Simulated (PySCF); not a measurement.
# ReH2: relaxation and vibrations of the quartet

Where does quartet ReH2 go from a PBE0 minimum start, is the end point a minimum, and what are its modes, charges and moments?

Program: PySCF 2.14.0. Level of theory: PBE0, basis Re def2-TZVP with ECP60, H def2-TZVP, scalar-relativistic core potentials, no spin–orbit coupling, density fitting. These are calculated values, not measurements.

## Step 1: Starting geometry

3 atoms, charge 0, spin multiplicity 4.

Bond lengths: Re1–H2 1.641 Å, Re1–H3 1.641 Å. Angles: H2–Re1–H3 112.7°.

Coordinates in bohr (charge 0 multiplicity 4):
```
Re    0.0000    0.0000   -0.0183
H     2.5802    0.0000    1.7007
H    -2.5802    0.0000    1.7007
```

## Step 2: The SCF at the typed geometry

The steps below are one call of a driver around PySCF. For each, scf.py gives the equivalent set-up of the SCF; relaxations use the driver's own optimiser. After this first run the driver tries any further starts and a stability analysis.

Input file scf.py:

```python
from pyscf import gto, scf, dft
mol = gto.M(atom='''
Re    -0.000000     0.000000    -0.009703
H      1.365361    -0.000000     0.899996
H     -1.365361     0.000000     0.899996''',
    basis={'Re': 'def2-TZVP', 'H': 'def2-TZVP'},
    ecp={'Re': 'def2-TZVP'},
    charge=0, spin=3)
mf = dft.UKS(mol, xc='PBE0')
mf.grids.atom_grid = (50, 194)
aux = {'Re': 'def2-universal-JKFIT', 'H': 'def2-universal-JKFIT'}
mf = mf.density_fit(auxbasis=aux)
mf.conv_tol = 1e-08
mf.diis_space = 10
mf.max_cycle = 60
mf.init_guess = 'minao'
mf.verbose = 4
mf.kernel()
```

Started as:

```bash
$ OMP_NUM_THREADS=2 python axn.py task.json out
```

Log:

```text
init E= -61.2931031102514
[... the frontier-level lines of each cycle are left out ...]
cycle= 1 E= -79.2961144664362  delta_E=  -18  |g|= 0.26  |ddm|= 4.79
cycle= 2 E= -79.3042546040766  delta_E= -0.00814  |g|= 0.257  |ddm|= 0.577
cycle= 3 E= -79.3366097778353  delta_E= -0.0324  |g|= 0.0455  |ddm|= 0.277
cycle= 4 E= -79.3388551984733  delta_E= -0.00225  |g|= 0.0195  |ddm|= 0.103
cycle= 5 E= -79.3396498331612  delta_E= -0.000795  |g|= 0.0142  |ddm|= 0.0489
cycle= 6 E= -79.340699071429  delta_E= -0.00105  |g|= 0.00878  |ddm|= 0.0706
cycle= 7 E= -79.3418608290192  delta_E= -0.00116  |g|= 0.00595  |ddm|= 0.105
cycle= 8 E= -79.342514089745  delta_E= -0.000653  |g|= 0.00354  |ddm|= 0.0954
cycle= 9 E= -79.3427633957252  delta_E= -0.000249  |g|= 0.00156  |ddm|= 0.0845
cycle= 10 E= -79.3427761442381  delta_E= -1.27e-05  |g|= 0.000836  |ddm|= 0.0151
cycle= 11 E= -79.3427796567618  delta_E= -3.51e-06  |g|= 0.000527  |ddm|= 0.013
cycle= 12 E= -79.3427798747819  delta_E= -2.18e-07  |g|= 0.000121  |ddm|= 0.00133
cycle= 13 E= -79.3427799117885  delta_E= -3.7e-08  |g|= 2.74e-05  |ddm|= 0.000692
cycle= 14 E= -79.3427799186576  delta_E= -6.87e-09  |g|= 2.43e-05  |ddm|= 0.000332
Extra cycle  E= -79.3427799190461  delta_E= -3.88e-10  |g|= 2.68e-05  |ddm|= 8.04e-05
converged SCF energy = -79.3427799190461  <S^2> = 3.7824119  2S+1 = 4.0161733
```

This step, with its further starts and checks, needed 4.6 s of wall time on 2 threads of Intel Xeon Platinum 8375C at 2.90GHz (Ice Lake), shared host.

The starts that the driver tried:

| start | energy (Eh) |
| --- | --- |
| the minimal-basis guess | -79.342780 |
| a thermally smeared density | -79.342780 |
| a smeared PBE density | -79.342780 |

No lower solution of this spin turned up from the other starts or in the test of internal stability.

## Step 3: Relaxing the quartet from the PBE0 minimum start

The program finds C2v symmetry in the start, which this walk keeps. Threshold on the gradient: 0.0003 Eh/bohr, with a further test on the energy change.

scf.py: that of step 2 with these lines changed.

```diff
@@ -3,2 +3,2 @@
-Re    -0.000000     0.000000    -0.009703
-H      1.365361    -0.000000     0.899996
+Re     0.000000     0.000000    -0.009703
+H      1.365361     0.000000     0.899996
@@ -16 +15,0 @@
-mf.init_guess = 'minao'
```

Energy and gradient, step by step:

| step | energy (Eh) | change (kJ/mol) | largest symmetric gradient (Eh/bohr) |
| --- | --- | --- | --- |
| 0 | -79.342780 | 0.00 | 0.00005 |

The walk took 0.6 s.

Positions (Å) and forces (eV/Å) along the way:

```
step 0
Re   0.000   0.000  -0.010   0.000   0.000   0.003
H    1.365   0.000   0.900  -0.001   0.000  -0.001
H   -1.365   0.000   0.900   0.001   0.000  -0.001
```

End point (C2v, 0 steps, 0.0 kJ/mol gained): Re–H 1.641 Å (×2); H–Re–H 112.7°.

## Step 4: Vibrations and properties at this point

The point is checked on the finer grid, and tightened if its gradient asks for it. The Hessian and the dipole derivatives come from central differences of analytic gradients, with steps of 0.02 bohr.

scf.py: that of step 3 with these lines changed.

```diff
@@ -10 +10 @@
-mf.grids.atom_grid = (50, 194)
+mf.grids.atom_grid = (75, 302)
@@ -13 +13 @@
-mf.conv_tol = 1e-08
+mf.conv_tol = 1e-10
```

This SCF starts from the last density.

SCF at the final geometry:

```text
init E= -79.3427293224322
[... the frontier-level lines of each cycle are left out ...]
cycle= 1 E= -79.3427293224336  delta_E= -1.42e-12  |g|= 5.57e-07  |ddm|= 2.52e-06
Extra cycle  E= -79.3427293224341  delta_E= -4.69e-13  |g|= 6.45e-07  |ddm|= 2.01e-06
converged SCF energy = -79.3427293224341  <S^2> = 3.7824171  2S+1 = 4.0161759
```

The whole step took 13 s.

Geometry: C2v; Re–H 1.641 Å (×2); H–Re–H 112.7°.

Harmonic modes (main isotopes):

```json
{"symmetry": "a1", "ω (cm⁻¹)": "785", "IR (km/mol)": "45.6", "μ (u)": "1.01"}
{"symmetry": "a1", "ω (cm⁻¹)": "2114", "IR (km/mol)": "28.8", "μ (u)": "1.01"}
{"symmetry": "b2", "ω (cm⁻¹)": "2116", "IR (km/mol)": "153", "μ (u)": "1.02"}
```

Every mode is real; the point is a minimum.

Properties at this point:

| Quantity | Value |
| --- | --- |
| Dipole moment | 1.55 D |
| Highest occupied level | -5.07 eV |
| Lowest empty level | -2.18 eV |
| Rotational constants | 10.22, 4.486, 3.117 cm⁻¹ |
| Zero-point energy | 30.0 kJ/mol |
| Principal polarisabilities | 43.8, 48.4, 61.7 bohr³ |
| Atomisation energy without zero-point energy | 457 kJ/mol |
| Principal traceless quadrupole moments about the centre of mass | -2.09, 0.96, 1.13 D Å |
| Entropy at 298.15 K and 1 bar (electronic part: spin only) | 244.0 J/(mol K) |
| Heat capacity Cp at 298.15 K | 36.1 J/(mol K) |
| Enthalpy at 298.15 K above 0 K | 10.13 kJ/mol |
| Rotational symmetry number | 2 |
| Spin squared ⟨S²⟩ | 3.782 |

Populations by atom (charges in e):

```tsv
atom	Mulliken	Löwdin	polar tensor	spin (Mulliken)	Mayer order to Re1
Re1	0.11	0.17	0.44	3.24	–
H2,3	-0.06	-0.09	-0.22	-0.12	1.01
```

Mulliken populations on Re1 (outside its core potential): s 3.18, p 6.14, d 5.55, f 0.01.

## Step 5: Results

| quantity | value |
| --- | --- |
| minimum | quartet, C2v |
| geometry | Re–H 1.641 Å (×2); H–Re–H 112.7° |
| wavenumbers (cm⁻¹) | 785 (a1), 2114 (a1), 2116 (b2) |
| dipole moment | 1.55 D |
| highest occupied, lowest empty level (either spin) | -5.07, -2.18 eV |
| polar-tensor charge of Re1 | +0.44 e |
| zero-point energy | 30.0 kJ/mol |
| entropy at 298.15 K | 244.0 J/(mol K) |
| atomisation energy (no zero-point energy) | 457 kJ/mol |
| ⟨S²⟩ | 3.782 |

In words: The molecule stays C2v, as typed, and the end point is a minimum. In the infrared the band at 2116 cm⁻¹ (b2, stretch) leads. Most of the spin sits on Re1 (Mulliken spin 3.24, against 3 for the whole molecule). Only this shape and spin were tried, so other structures or states may lie lower. Open d and f shells are described by one determinant, and the ground state may have another occupation or spin. With an element this heavy the missing spin–orbit coupling can shift these numbers.

The search up to here took 18 s.
